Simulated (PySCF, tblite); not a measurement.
# C3H7BNO3 radical: geometry, infrared bands and EPR parameters

What infrared bands and EPR parameters should C3H7BNO3 radical (`CC(=O)NCB([O])O`) show?

The runs use tblite 0.8.0 and PySCF 2.14.0, with density-fitted response routines of our own; the level of theory stands in each step. All values are computed, except where a source is named. Atoms are numbered from 0 throughout.

### 1 The starting structure

15 atoms, charge 0, multiplicity 2; geometry from: force field or distance geometry start.

Bonds of the start (Å): C0–C1 1.48, C1–O2 1.25, C1–N3 1.44, N3–C4 1.47, C4–B5 1.58, B5–O6 1.48, B5–O7 1.45, C0–H8 1.13, C0–H9 1.12, C0–H10 1.10, N3–H11 1.05, C4–H12 1.11, C4–H13 1.11, O7–H14 0.97.

### 2 Relaxing the molecule with GFN2-xTB

What the job is given:

```
{"job": {"kind": "relax", "xc": "GFN2-xTB", "basis": "xTB"}, "charge": 0, "multiplicity": 2}
C      2.316500    -0.239000     0.355200
C      0.932700     0.204500     0.064700
O      0.486400     1.267100     0.561300
N      0.054100    -0.562500    -0.773200
C     -1.315400    -0.103000    -1.018000
B     -2.009700    -0.018400     0.393700
O     -1.928600    -1.273300     1.169300
O     -2.297800     1.200100     1.116600
H      2.428600    -0.673900     1.388900
H      2.952500     0.681300     0.392900
H      2.680800    -0.915800    -0.426400
H      0.409700    -1.467200    -1.177300
H     -1.803400    -0.861900    -1.659500
H     -1.295200     0.887600    -1.512300
H     -1.615600     1.882500     1.102100
```

Run with:

```console
$ OMP_NUM_THREADS=1 python probes_run.py task.json out
```

The driver reads the jobs from task.json and runs them one after another.

**Question.** This job is followed by: GFN2-xTB harmonic vibrations, gas phase; UKS B3LYP, pcH-1 on B C H N O, non-relativistic, mean-field spin-orbit, GIAO. Predict these results of the whole session: strongest single infrared mode (GFN2-xTB); zero-point energy (GFN2-xTB); g(iso) (B3LYP); ⟨S²⟩; largest a(iso); potential on the surface of density 0.002 e/bohr³, 1st and 99th percentile.

**Answer**, as computed:

| quantity | value |
| --- | --- |
| strongest single infrared mode (GFN2-xTB) | 2118 cm⁻¹, 668 km/mol |
| zero-point energy (GFN2-xTB) | 67.1 kcal/mol |
| g(iso) (B3LYP) | 2.00289 |
| ⟨S²⟩ | 0.756 (exact 0.75) |
| largest a(iso) | 13C on C4, 71.6 MHz |
| potential on the surface of density 0.002 e/bohr³, 1st and 99th percentile | -2.01 V and 2.62 V |

What this shows: Over 131 steps the energy fell by 2.424 eV; of the close pairs, C4–B5 changed most, 1.575 to 3.195 Å. The frame itself reshapes: C4···B5 goes from 1.58 to 3.19 Å. All 39 modes are real, so the xTB geometry is a minimum. The strongest single mode, at 2118 cm⁻¹, moves mainly B5. GFN2-xTB is a fitted tight-binding method: band positions and strengths are rough. Its intensities can rank the bands wrongly. The structure rearranged or came apart on optimisation; the results belong to the end geometry, not to the formula as drawn. C4 carries the largest spin population, 0.88 e. The isotropic g lies 0.6 ppt above the free-electron value. These values are for one conformer; the search (at its own cheap level) found 2 more, at 0.08, 8.32 kcal/mol, and measured spectra average over such forms.
